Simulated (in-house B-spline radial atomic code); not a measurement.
# Ir⁴⁴⁺: RPA and G0W0 on different mean-field starts

G0W0 and RPA are one-shot methods. How much does the choice of start matter for Ir⁴⁴⁺?

The numbers are computed with an in-house B-spline radial atomic code, version 1 (RPA, second order, AC-SOSEX and G0W0 (contour deformation) on a non-relativistic mean field, all electrons; no spin-orbit coupling, Breit or QED terms), except any that are marked as measured or tabulated.

**1. Starting point**

| Item | Value |
| --- | --- |
| element | iridium (Z = 77) |
| charge | +44 |
| electrons | 33 |
| configuration | [Ar] 3d10 4s2 4p3 |
| Hamiltonian | non-relativistic, point nucleus |
| starts | Hartree-Fock, PBE, PBE0, BHandHLYP, TPSS |

The outer shells:

Ir44+
```
[Ar] core
3d [↑↓][↑↓][↑↓][↑↓][↑↓]
4s [↑↓]
4p [↑ ][↑ ][↑ ]
```

**2. Run with the Hartree-Fock start**

The run's settings:

```ini
Z = 77
electrons = 33.0
configuration = [Ar] 3d10 4s2 4p3
hamiltonian = nr
method = hf
lmax = 9
spin_polarised = True
box_radius = 2.3
intervals = 47
```

Run with:

```sh
python run_gw.py task.json out
```

One command runs all members of the session, one after another, from task.json.

The program writes no log. Results of the run, from its result record (rounded, main fields):

```text
{
  "status": "converged",
  "energies [hartree]": {
    "mean_field": -15508.37437,
    "exx_total": -15508.37437,
    "exchange": -242.8825434,
    "rpa": -2.6565483,
    "rpa_summed": -2.6212758,
    "direct_second_order": -2.8054154,
    "second_order_exchange": 0.82308536,
    "sosex": 0.7939092
  },
  "rpa_by_multipole [hartree]": [-0.454449, -1.09289, -0.45955, -0.301383, -0.149177, -0.0843523, -0.0415506, -0.0229216, -0.0102826, -0.00376911, -0.000831982, -0.000116297],
  "polarisability [bohr^3: independent particles, RPA]": [0.049668, 0.034537],
  "gap [hartree]": 5.098576,
  "levels [hartree]": [
    {"name": "4p up", "occ": 1, "e": -82.24718, "sx": -4.268639, "vxc": -4.268639, "sc": -0.04798482, "z": 0.9885732, "qp": -82.2965, "tail": -0.001334459},
    {"name": "4s down", "occ": 1, "e": -84.6378, "sx": -3.311216, "vxc": -3.311216, "sc": -0.2221899, "z": 0.9883749, "qp": -84.8612, "tail": -0.001207816},
    {"name": "4s up", "occ": 1, "e": -86.1451, "sx": -4.841038, "vxc": -4.841038, "sc": 0.3842517, "z": 0.8824502, "qp": -85.76193, "tail": -0.001071342},
    {"name": "3d down", "occ": 1, "e": -154.0729, "sx": -9.821441, "vxc": -9.821441, "sc": 0.1541123, "z": 0.9946423, "qp": -153.9219, "tail": -0.003129654},
    {"name": "4p down", "occ": 0, "e": -79.53922, "sx": -1.540154, "vxc": -1.540154, "sc": -0.1539251, "z": 0.988105, "qp": -79.69448, "tail": -0.00132798}
  ]
}
```

Run time: 1.9 s. Hardware: 1 thread, shared host.

In the record, exx_total is the Hartree-Fock functional on the start's orbitals, rpa_summed the RPA energy up to lmax and rpa the same with the tail beyond it, gap the smallest same-spin excitation energy of the start. For a level, e is the start's value, sx and sc the exchange and correlation self-energies, vxc the start's own term, z the quasi-particle weight, and qp = e + sx − vxc + sc + tail. Deeper levels of weight under 0.85 meet poles of the self-energy and are not shown.

Highest level 4p↑: -2238.06 eV in the start, -2239.40 eV after G0W0, weight 0.99.

The largest part of the RPA energy comes from multipole 1 (42 % of the sum).

**3. Run with the PBE start**

Settings: those of step 2 with these lines changed.

```diff
@@ -4,3 +4,3 @@
 hamiltonian = nr
-method = hf
+method = pbe,pbe
 lmax = 9
```

Results of the run:

```text
{
  "status": "converged",
  "energies [hartree]": {
    "mean_field": -15509.12511,
    "exx_total": -15508.35803,
    "exchange": -242.8308933,
    "rpa": -2.7962227,
    "rpa_summed": -2.7607267,
    "direct_second_order": -2.9949633,
    "second_order_exchange": 0.88787795,
    "sosex": 0.84460232
  },
  "rpa_by_multipole [hartree]": [-0.470454, -1.17808, -0.480478, -0.312968, -0.152658, -0.0858044, -0.0420491, -0.0231267, -0.0103609, -0.00379377, -0.000836598, -0.000116742],
  "polarisability [bohr^3: independent particles, RPA]": [0.0699216, 0.0429974],
  "gap [hartree]": 3.304377,
  "levels [hartree]": [
    {"name": "4p up", "occ": 1, "e": -81.23395, "sx": -4.299472, "vxc": -3.288173, "sc": -0.03820482, "z": 0.9811253, "qp": -82.28479, "tail": -0.001340909},
    {"name": "4s down", "occ": 1, "e": -83.9759, "sx": -3.35313, "vxc": -2.691412, "sc": -0.2575857, "z": 0.9821712, "qp": -84.89642, "tail": -0.001219374},
    {"name": "3d down", "occ": 1, "e": -151.3758, "sx": -9.822795, "vxc": -7.126973, "sc": 0.1834852, "z": 0.9925987, "qp": -153.8912, "tail": -0.003136773},
    {"name": "4p down", "occ": 0, "e": -80.67153, "sx": -1.581283, "vxc": -2.725174, "sc": -0.1807738, "z": 0.9812701, "qp": -79.70975, "tail": -0.00134639}
  ]
}
```

It took 2.1 s on 1 thread, shared host.

G0W0 moves 4p↑ down by 28.6 eV, to -2239.08 eV.

**4. Run with the PBE0 start**

Settings: those of step 3 with these lines changed.

```diff
@@ -4,3 +4,3 @@
 hamiltonian = nr
-method = pbe,pbe
+method = pbe0
 lmax = 9
```

Results of the run:

```text
{
  "status": "converged",
  "energies [hartree]": {
    "mean_field": -15509.40431,
    "exx_total": -15508.3653,
    "exchange": -242.8454202,
    "rpa": -2.7566953,
    "rpa_summed": -2.7212545,
    "direct_second_order": -2.9389038,
    "second_order_exchange": 0.86817738,
    "sosex": 0.82975626
  },
  "rpa_by_multipole [hartree]": [-0.466299, -1.15308, -0.474775, -0.309823, -0.151763, -0.0854373, -0.0419242, -0.0230757, -0.0103415, -0.0037877, -0.000835459, -0.000116634],
  "polarisability [bohr^3: independent particles, RPA]": [0.0632462, 0.040432],
  "gap [hartree]": 3.755738,
  "levels [hartree]": [
    {"name": "4p up", "occ": 1, "e": -81.5016, "sx": -4.291743, "vxc": -3.548079, "sc": -0.04207784, "z": 0.9836794, "qp": -82.28868, "tail": -0.001340786},
    {"name": "4s down", "occ": 1, "e": -84.16169, "sx": -3.342639, "vxc": -2.867413, "sc": -0.2478009, "z": 0.9841053, "qp": -84.88593, "tail": -0.001216291},
    {"name": "3d down", "occ": 1, "e": -152.0707, "sx": -9.822487, "vxc": -7.822047, "sc": 0.1749855, "z": 0.993457, "qp": -153.8993, "tail": -0.003136448},
    {"name": "4p down", "occ": 0, "e": -80.40595, "sx": -1.57093, "vxc": -2.445291, "sc": -0.1731458, "z": 0.9834782, "qp": -79.70608, "tail": -0.001342079}
  ]
}
```

Run time: 2.2 s. Hardware: 1 thread, shared host.

G0W0 moves 4p↑ down by 21.4 eV, to -2239.19 eV.

**5. Run with the BHandHLYP start**

Settings: those of step 4 with these lines changed.

```diff
@@ -4,3 +4,3 @@
 hamiltonian = nr
-method = pbe0
+method = bhandhlyp
 lmax = 9
```

Results of the run:

```text
{
  "status": "converged",
  "energies [hartree]": {
    "mean_field": -15510.22788,
    "exx_total": -15508.36979,
    "exchange": -242.8598579,
    "rpa": -2.720911,
    "rpa_summed": -2.685529,
    "direct_second_order": -2.8899404,
    "second_order_exchange": 0.85131018,
    "sosex": 0.81663715
  },
  "rpa_by_multipole [hartree]": [-0.462423, -1.13101, -0.46943, -0.306855, -0.150877, -0.0850654, -0.0417958, -0.0230224, -0.0103211, -0.0037812, -0.000834236, -0.000116508],
  "polarisability [bohr^3: independent particles, RPA]": [0.0578944, 0.0382287],
  "gap [hartree]": 4.201956,
  "levels [hartree]": [
    {"name": "4p up", "occ": 1, "e": -81.76111, "sx": -4.284449, "vxc": -3.799917, "sc": -0.04478926, "z": 0.9856588, "qp": -82.29177, "tail": -0.00133969},
    {"name": "4s down", "occ": 1, "e": -84.3474, "sx": -3.332977, "vxc": -3.043505, "sc": -0.2388804, "z": 0.9857103, "qp": -84.87697, "tail": -0.001213821},
    {"name": "3d down", "occ": 1, "e": -152.7532, "sx": -9.821977, "vxc": -8.504119, "sc": 0.1674953, "z": 0.9939776, "qp": -153.9067, "tail": -0.003136039},
    {"name": "4p down", "occ": 0, "e": -80.14545, "sx": -1.561368, "vxc": -2.171949, "sc": -0.1665079, "z": 0.9852727, "qp": -79.70271, "tail": -0.001338077}
  ]
}
```

Run time: 1.9 s. Hardware: 1 thread, shared host.

The 4p↑ level moves from -2224.83 to -2239.27 eV (weight 0.99).

**6. Run with the TPSS start**

Settings: those of step 5 with these lines changed.

```diff
@@ -4,3 +4,3 @@
 hamiltonian = nr
-method = bhandhlyp
+method = tpss,tpss
 lmax = 9
```

Results of the run:

```text
{
  "status": "converged",
  "energies [hartree]": {
    "mean_field": -15509.36208,
    "exx_total": -15508.36366,
    "exchange": -242.8282292,
    "rpa": -2.7906943,
    "rpa_summed": -2.7552475,
    "direct_second_order": -2.9877162,
    "second_order_exchange": 0.8855089,
    "sosex": 0.84270479
  },
  "rpa_by_multipole [hartree]": [-0.469373, -1.17548, -0.479622, -0.31247, -0.15244, -0.0856915, -0.041992, -0.0230947, -0.010346, -0.00378841, -0.000835444, -0.000116609],
  "polarisability [bohr^3: independent particles, RPA]": [0.0693737, 0.0428015],
  "gap [hartree]": 3.335988,
  "levels [hartree]": [
    {"name": "4p up", "occ": 1, "e": -81.25838, "sx": -4.295805, "vxc": -3.306503, "sc": -0.03875888, "z": 0.9814463, "qp": -82.28778, "tail": -0.001337892},
    {"name": "4s down", "occ": 1, "e": -83.94554, "sx": -3.349673, "vxc": -2.655751, "sc": -0.2560423, "z": 0.9824748, "qp": -84.89672, "tail": -0.001217329},
    {"name": "3d down", "occ": 1, "e": -151.3757, "sx": -9.819205, "vxc": -7.114542, "sc": 0.1824817, "z": 0.9925881, "qp": -153.901, "tail": -0.003132446},
    {"name": "4p down", "occ": 0, "e": -80.60956, "sx": -1.578187, "vxc": -2.656631, "sc": -0.1788312, "z": 0.9815681, "qp": -79.71129, "tail": -0.001343551}
  ]
}
```

Wall time 1.9 s (1 thread, shared host).

Highest level 4p↑: -2211.15 eV in the start, -2239.16 eV after G0W0, weight 0.98.

**7. Comparison**

```csv
start,level,mean field (eV),G0W0 (eV),weight,RPA (hartree),RPA+SOSEX (hartree),"α, direct RPA (bohr³)",time,miss (eV)
Hartree-Fock,4p↑,-2238.06,-2239.40,0.989,-2.65655,-1.86264,0.03454,1.9 s,-18.6
PBE,4p↑,-2210.49,-2239.08,0.981,-2.79622,-1.95162,0.04300,2.1 s,-18.9
PBE0,4p↑,-2217.77,-2239.19,0.984,-2.75670,-1.92694,0.04043,2.2 s,-18.8
BHandHLYP,4p↑,-2224.83,-2239.27,0.986,-2.72091,-1.90427,0.03823,1.9 s,-18.7
TPSS,4p↑,-2211.15,-2239.16,0.981,-2.79069,-1.94799,0.04280,1.9 s,-18.8
```

The miss is the G0W0 removal energy (the level with its sign changed) less the tabulated theoretical ionisation energy, 2258.0 ± 4 eV. Times are single runs on a shared host.

**8. What came out**

| quantity | value |
| --- | --- |
| highest level, mean field (range over the runs) | -2238.06 to -2210.49 eV |
| highest level, G0W0 (range over the runs) | -2239.40 to -2239.08 eV |
| RPA correlation energy | -2.796 to -2.657 hartree |
| RPA+SOSEX | -1.9516 to -1.8626 hartree |
| tabulated theoretical ionisation energy (4p shell) | 2258.0 ± 4 eV (NIST Atomic Spectra Database, ionization energies) |
| G0W0 removal energy less that value | -18.9 to -18.6 eV |

The starts spread the highest level over 27.6 eV; after G0W0 0.32 eV remain, 1.2 % of that. Semilocal starts leave the level too high; G0W0 lowers it by 28 to 29 eV. The RPA energy is largest in size on PBE and smallest on Hartree-Fock, 5.0 % apart; over the runs it loosely follows the gap of the start, as smaller excitation energies give more correlation. The tabulated theoretical ionisation energy is 2258.0 ± 4 eV. G0W0 is off by about -18.8 eV (-0.83 %) in every run shown, whatever the start. Relativity is left out, and for this shell its effect can be as large as the miss, so the comparison tests the Hamiltonian as much as the method. Read as a removal energy, the bare PBE level is off by -47.5 eV (-2.1 %) and the nearest bare level, Hartree-Fock's, by -19.9 eV. For so heavy an element the non-relativistic levels are a model, not the real atom's.
